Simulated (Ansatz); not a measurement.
Born–Oppenheimer molecular dynamics of a periodic cell of 16 atoms, Li (start crystal Li, start structure bcc, volume 1.15 times the crystal's). It starts from a structure without forces on its atoms.

Computed with DFT PBE, scalar-relativistic, plane waves, PAW (Ansatz). Settings: accuracy low, cutoff 420 eV, k mesh 2x2x2, fermi-dirac smearing 0.16 eV, no spin polarisation.

* ensemble: NVT, Langevin thermostat
* time step: 1 fs
* steps asked: 140
* set temperature: 1800 K
* friction: 0.02 /fs
* seed: 804791

Frames 2 fs apart, positions in Å, forces in eV/Å.

Velocities at 100.0 fs (Å/ps):

```
Li -10.85 -11.36 18.78
Li 0.99 -19.92 23.85
Li -11.93 4.38 -25.09
Li 21.16 -2.60 -13.20
Li 19.09 1.69 -13.25
Li 10.75 -6.22 -24.25
Li -24.50 3.16 -10.35
Li 12.06 8.01 -19.53
Li 12.67 19.86 -9.68
Li -8.76 -9.19 30.52
Li -6.20 -19.46 -14.79
Li 8.21 -9.47 -9.47
Li 7.07 10.83 -8.01
Li -19.13 0.86 16.20
Li -16.58 -5.73 -23.60
Li -24.66 8.96 -9.46
```

```xyz
16
Lattice="7.3129 0.0000 0.0000 0.0000 7.3129 0.0000 0.0000 0.0000 7.3129" Properties=species:S:1:pos:R:3:forces:R:3 time_fs=100.0 energy_less_start_eV=3.037 T=1862
Li 0.009 0.039 -0.257 0.47 0.00 0.26
Li 5.000 0.466 -0.272 -1.02 0.03 0.25
Li 0.297 3.163 -1.097 -0.60 0.02 0.50
Li -0.417 0.280 3.152 0.73 -0.39 -0.75
Li 1.891 1.410 1.502 0.15 0.28 -0.14
Li 3.528 3.689 0.253 -0.13 -0.09 -0.11
Li 4.471 -0.046 2.751 -0.63 -0.17 -0.24
Li 6.399 2.500 1.255 0.27 -0.40 -0.05
Li 0.983 3.325 3.626 -0.18 0.18 -0.50
Li 1.483 6.144 2.138 0.28 -0.61 -0.09
Li 2.002 1.552 5.365 0.57 -0.55 -0.15
Li 4.692 2.553 3.076 -0.52 0.36 0.10
Li 5.837 5.101 1.225 0.23 0.30 0.07
Li 6.149 1.220 4.832 -0.19 0.66 0.82
Li 1.393 5.434 5.855 0.32 0.32 -0.24
Li 4.931 5.063 4.545 0.25 0.06 0.26
16
Lattice="7.3129 0.0000 0.0000 0.0000 7.3129 0.0000 0.0000 0.0000 7.3129" Properties=species:S:1:pos:R:3:forces:R:3 time_fs=102.0 energy_less_start_eV=2.911 T=1975
Li -0.017 0.021 -0.215 0.60 0.00 0.22
Li 5.009 0.429 -0.223 -1.08 0.06 0.23
Li 0.274 3.167 -1.144 -0.57 -0.02 0.48
Li -0.364 0.279 3.121 0.46 -0.21 -0.56
Li 1.932 1.411 1.479 0.12 0.24 -0.14
Li 3.552 3.678 0.208 -0.12 -0.07 -0.11
Li 4.422 -0.044 2.727 -0.49 -0.17 -0.19
Li 6.420 2.516 1.216 0.27 -0.39 -0.03
Li 1.008 3.365 3.600 -0.16 0.10 -0.48
Li 1.461 6.120 2.193 0.35 -0.59 -0.15
Li 1.991 1.510 5.335 0.52 -0.50 -0.15
Li 4.710 2.538 3.055 -0.49 0.39 0.08
Li 5.859 5.126 1.214 0.19 0.23 0.10
Li 6.105 1.221 4.862 -0.16 0.50 0.65
Li 1.362 5.422 5.806 0.31 0.39 -0.21
Li 4.880 5.084 4.527 0.25 0.04 0.26
16
Lattice="7.3129 0.0000 0.0000 0.0000 7.3129 0.0000 0.0000 0.0000 7.3129" Properties=species:S:1:pos:R:3:forces:R:3 time_fs=104.0 energy_less_start_eV=2.821 T=2132
Li -0.038 0.004 -0.176 0.73 0.00 0.18
Li 5.024 0.399 -0.172 -1.16 0.10 0.22
Li 0.250 3.170 -1.180 -0.52 -0.04 0.43
Li -0.301 0.281 3.086 0.18 -0.03 -0.37
Li 1.968 1.413 1.463 0.09 0.21 -0.14
Li 3.567 3.672 0.157 -0.10 -0.06 -0.10
Li 4.367 -0.047 2.711 -0.36 -0.15 -0.15
Li 6.441 2.531 1.173 0.25 -0.37 0.01
Li 1.024 3.404 3.576 -0.14 0.01 -0.45
Li 1.440 6.091 2.240 0.44 -0.58 -0.21
Li 1.984 1.457 5.304 0.47 -0.44 -0.15
Li 4.727 2.523 3.038 -0.45 0.41 0.05
Li 5.878 5.155 1.210 0.16 0.15 0.13
Li 6.061 1.214 4.894 -0.12 0.36 0.48
Li 1.336 5.424 5.752 0.29 0.42 -0.17
Li 4.818 5.115 4.507 0.25 0.01 0.26
16
Lattice="7.3129 0.0000 0.0000 0.0000 7.3129 0.0000 0.0000 0.0000 7.3129" Properties=species:S:1:pos:R:3:forces:R:3 time_fs=106.0 energy_less_start_eV=2.772 T=1978
Li -0.048 -0.008 -0.136 0.85 0.00 0.11
Li 5.043 0.360 -0.113 -1.21 0.14 0.17
Li 0.224 3.174 -1.205 -0.44 -0.07 0.37
Li -0.237 0.275 3.053 -0.08 0.14 -0.20
Li 2.009 1.412 1.442 0.04 0.18 -0.14
Li 3.576 3.666 0.104 -0.07 -0.05 -0.09
Li 4.310 -0.049 2.693 -0.25 -0.15 -0.10
Li 6.462 2.542 1.123 0.21 -0.34 0.08
Li 1.032 3.442 3.561 -0.12 -0.09 -0.44
Li 1.427 6.053 2.285 0.52 -0.57 -0.27
Li 1.989 1.405 5.271 0.40 -0.36 -0.15
Li 4.743 2.507 3.027 -0.40 0.44 0.00
Li 5.902 5.186 1.210 0.11 0.05 0.16
Li 6.020 1.217 4.920 -0.08 0.22 0.36
Li 1.312 5.420 5.700 0.27 0.46 -0.13
Li 4.750 5.148 4.494 0.25 -0.01 0.25
16
Lattice="7.3129 0.0000 0.0000 0.0000 7.3129 0.0000 0.0000 0.0000 7.3129" Properties=species:S:1:pos:R:3:forces:R:3 time_fs=108.0 energy_less_start_eV=2.754 T=2128
Li -0.054 -0.014 -0.089 0.93 0.00 0.02
Li 5.049 0.322 -0.054 -1.22 0.18 0.08
Li 0.186 3.196 -1.228 -0.37 -0.10 0.31
Li -0.173 0.268 3.012 -0.30 0.29 -0.05
Li 2.048 1.404 1.413 0.01 0.18 -0.12
Li 3.579 3.661 0.053 -0.04 -0.04 -0.07
Li 4.249 -0.054 2.671 -0.16 -0.15 -0.03
Li 6.483 2.539 1.071 0.17 -0.30 0.16
Li 1.044 3.476 3.560 -0.10 -0.21 -0.45
Li 1.418 6.008 2.332 0.59 -0.55 -0.33
Li 1.997 1.356 5.247 0.34 -0.29 -0.13
Li 4.754 2.495 3.018 -0.36 0.45 -0.06
Li 5.928 5.209 1.215 0.08 -0.05 0.19
Li 5.987 1.239 4.935 -0.05 0.09 0.31
Li 1.294 5.412 5.648 0.26 0.53 -0.07
Li 4.687 5.168 4.489 0.24 -0.02 0.24
16
Lattice="7.3129 0.0000 0.0000 0.0000 7.3129 0.0000 0.0000 0.0000 7.3129" Properties=species:S:1:pos:R:3:forces:R:3 time_fs=110.0 energy_less_start_eV=2.774 T=2079
Li -0.053 -0.018 -0.037 0.97 0.00 -0.09
Li 5.044 0.285 -0.003 -1.20 0.21 -0.02
Li 0.143 3.222 -1.255 -0.32 -0.12 0.26
Li -0.101 0.263 2.974 -0.47 0.42 0.09
Li 2.083 1.401 1.382 -0.03 0.18 -0.12
Li 3.583 3.652 -0.003 -0.02 -0.02 -0.05
Li 4.176 -0.060 2.645 -0.08 -0.16 0.04
Li 6.490 2.535 1.025 0.14 -0.26 0.23
Li 1.062 3.512 3.553 -0.09 -0.35 -0.44
Li 1.413 5.955 2.365 0.65 -0.52 -0.40
Li 2.008 1.306 5.225 0.28 -0.20 -0.12
Li 4.758 2.482 3.009 -0.33 0.46 -0.11
Li 5.954 5.236 1.223 0.04 -0.16 0.23
Li 5.957 1.264 4.944 -0.02 -0.04 0.29
Li 1.284 5.404 5.598 0.25 0.59 -0.01
Li 4.622 5.181 4.485 0.23 -0.03 0.23
16
Lattice="7.3129 0.0000 0.0000 0.0000 7.3129 0.0000 0.0000 0.0000 7.3129" Properties=species:S:1:pos:R:3:forces:R:3 time_fs=112.0 energy_less_start_eV=2.832 T=1994
Li -0.045 -0.015 0.016 0.97 0.01 -0.20
Li 5.033 0.246 0.038 -1.15 0.23 -0.11
Li 0.102 3.253 -1.278 -0.26 -0.12 0.20
Li -0.035 0.249 2.941 -0.62 0.56 0.22
Li 2.115 1.397 1.346 -0.07 0.20 -0.12
Li 3.601 3.637 -0.059 0.00 -0.02 -0.04
Li 4.109 -0.075 2.616 -0.03 -0.17 0.11
Li 6.493 2.526 0.979 0.11 -0.23 0.29
Li 1.076 3.541 3.531 -0.08 -0.49 -0.40
Li 1.395 5.906 2.388 0.72 -0.49 -0.47
Li 2.015 1.263 5.201 0.24 -0.14 -0.10
Li 4.755 2.466 2.995 -0.31 0.47 -0.16
Li 5.990 5.261 1.235 -0.01 -0.28 0.25
Li 5.916 1.291 4.953 0.02 -0.14 0.28
Li 1.287 5.404 5.546 0.24 0.63 0.05
Li 4.553 5.191 4.480 0.22 -0.04 0.20
16
Lattice="7.3129 0.0000 0.0000 0.0000 7.3129 0.0000 0.0000 0.0000 7.3129" Properties=species:S:1:pos:R:3:forces:R:3 time_fs=114.0 energy_less_start_eV=2.927 T=1925
Li -0.039 -0.012 0.064 0.96 0.01 -0.32
Li 5.019 0.216 0.079 -1.09 0.25 -0.21
Li 0.070 3.280 -1.299 -0.21 -0.10 0.14
Li 0.027 0.238 2.912 -0.73 0.68 0.34
Li 2.134 1.395 1.307 -0.08 0.21 -0.12
Li 3.619 3.605 -0.115 0.01 0.00 -0.02
Li 4.055 -0.098 2.582 -0.02 -0.16 0.18
Li 6.501 2.513 0.932 0.08 -0.18 0.35
Li 1.089 3.571 3.502 -0.07 -0.63 -0.35
Li 1.377 5.860 2.403 0.79 -0.45 -0.53
Li 2.022 1.221 5.175 0.21 -0.08 -0.09
Li 4.752 2.451 2.985 -0.30 0.47 -0.22
Li 6.024 5.281 1.242 -0.06 -0.39 0.27
Li 5.879 1.325 4.960 0.05 -0.23 0.29
Li 1.290 5.410 5.499 0.22 0.65 0.11
Li 4.492 5.204 4.479 0.22 -0.05 0.19
16
Lattice="7.3129 0.0000 0.0000 0.0000 7.3129 0.0000 0.0000 0.0000 7.3129" Properties=species:S:1:pos:R:3:forces:R:3 time_fs=116.0 energy_less_start_eV=3.052 T=1783
Li -0.028 -0.002 0.100 0.95 -0.02 -0.41
Li 5.012 0.187 0.117 -1.03 0.27 -0.30
Li 0.041 3.305 -1.321 -0.16 -0.09 0.07
Li 0.099 0.230 2.893 -0.81 0.79 0.41
Li 2.142 1.399 1.264 -0.07 0.22 -0.11
Li 3.635 3.571 -0.174 0.02 0.01 -0.01
Li 4.007 -0.124 2.550 -0.02 -0.13 0.23
Li 6.515 2.496 0.877 0.03 -0.13 0.44
Li 1.109 3.592 3.467 -0.07 -0.77 -0.28
Li 1.370 5.819 2.422 0.83 -0.40 -0.61
Li 2.035 1.172 5.146 0.19 -0.01 -0.07
Li 4.748 2.446 2.973 -0.28 0.46 -0.29
Li 6.053 5.298 1.258 -0.08 -0.47 0.28
Li 5.845 1.356 4.959 0.07 -0.31 0.31
Li 1.286 5.412 5.455 0.21 0.67 0.16
Li 4.434 5.222 4.470 0.22 -0.07 0.18
16
Lattice="7.3129 0.0000 0.0000 0.0000 7.3129 0.0000 0.0000 0.0000 7.3129" Properties=species:S:1:pos:R:3:forces:R:3 time_fs=118.0 energy_less_start_eV=3.163 T=1594
Li -0.006 0.009 0.124 0.90 -0.06 -0.47
Li 5.008 0.163 0.143 -0.97 0.28 -0.37
Li 0.026 3.328 -1.345 -0.12 -0.08 0.00
Li 0.154 0.228 2.879 -0.85 0.86 0.46
Li 2.158 1.401 1.227 -0.06 0.24 -0.11
Li 3.655 3.549 -0.229 0.03 0.01 0.01
Li 3.958 -0.158 2.521 -0.03 -0.10 0.27
Li 6.529 2.474 0.821 -0.01 -0.07 0.51
Li 1.130 3.607 3.416 -0.07 -0.91 -0.18
Li 1.360 5.781 2.442 0.85 -0.31 -0.67
Li 2.053 1.114 5.118 0.18 0.05 -0.06
Li 4.743 2.438 2.957 -0.27 0.43 -0.33
Li 6.084 5.312 1.282 -0.10 -0.54 0.28
Li 5.821 1.385 4.958 0.08 -0.37 0.33
Li 1.279 5.422 5.425 0.20 0.65 0.18
Li 4.376 5.230 4.459 0.22 -0.08 0.17
16
Lattice="7.3129 0.0000 0.0000 0.0000 7.3129 0.0000 0.0000 0.0000 7.3129" Properties=species:S:1:pos:R:3:forces:R:3 time_fs=120.0 energy_less_start_eV=3.267 T=1633
Li 0.019 0.029 0.148 0.84 -0.12 -0.52
Li 5.003 0.139 0.165 -0.89 0.27 -0.41
Li 0.009 3.351 -1.361 -0.06 -0.05 -0.08
Li 0.199 0.224 2.872 -0.85 0.90 0.48
Li 2.173 1.395 1.195 -0.04 0.26 -0.10
Li 3.676 3.531 -0.272 0.02 0.01 0.02
Li 3.907 -0.203 2.503 -0.03 -0.07 0.28
Li 6.545 2.460 0.764 -0.05 -0.03 0.59
Li 1.148 3.618 3.364 -0.06 -1.05 -0.08
Li 1.348 5.740 2.454 0.85 -0.20 -0.72
Li 2.067 1.052 5.095 0.18 0.12 -0.05
Li 4.724 2.427 2.931 -0.24 0.40 -0.36
Li 6.109 5.317 1.304 -0.13 -0.56 0.26
Li 5.804 1.411 4.963 0.07 -0.40 0.32
Li 1.270 5.441 5.398 0.18 0.61 0.20
Li 4.319 5.235 4.446 0.22 -0.10 0.17
16
Lattice="7.3129 0.0000 0.0000 0.0000 7.3129 0.0000 0.0000 0.0000 7.3129" Properties=species:S:1:pos:R:3:forces:R:3 time_fs=122.0 energy_less_start_eV=3.388 T=1910
Li 0.058 0.061 0.172 0.74 -0.22 -0.57
Li 5.003 0.115 0.194 -0.82 0.27 -0.45
Li -0.003 3.373 -1.374 0.00 0.01 -0.18
Li 0.226 0.219 2.860 -0.84 0.92 0.50
Li 2.175 1.389 1.154 0.01 0.28 -0.08
Li 3.689 3.505 -0.323 0.02 0.02 0.04
Li 3.852 -0.252 2.495 -0.06 -0.01 0.25
Li 6.558 2.451 0.693 -0.11 0.01 0.70
Li 1.169 3.627 3.312 -0.06 -1.21 0.03
Li 1.335 5.696 2.466 0.83 -0.03 -0.78
Li 2.078 0.993 5.077 0.18 0.19 -0.04
Li 4.708 2.413 2.896 -0.21 0.37 -0.36
Li 6.129 5.323 1.316 -0.14 -0.59 0.24
Li 5.784 1.431 4.973 0.06 -0.42 0.30
Li 1.267 5.466 5.365 0.15 0.56 0.22
Li 4.261 5.241 4.428 0.23 -0.13 0.18
```

Of the whole run (140 fs, mean temperature of the second half 1639 K): A run of 0.14 ps of so small a system gives no equilibrium averages. Limits of this set-up: coarse k mesh, low accuracy level.

Run time: 9.1 min on 1 thread of Intel(R) Xeon(R) Platinum 8488C (Sapphire Rapids) (shared host), peak memory 0.62 GiB.
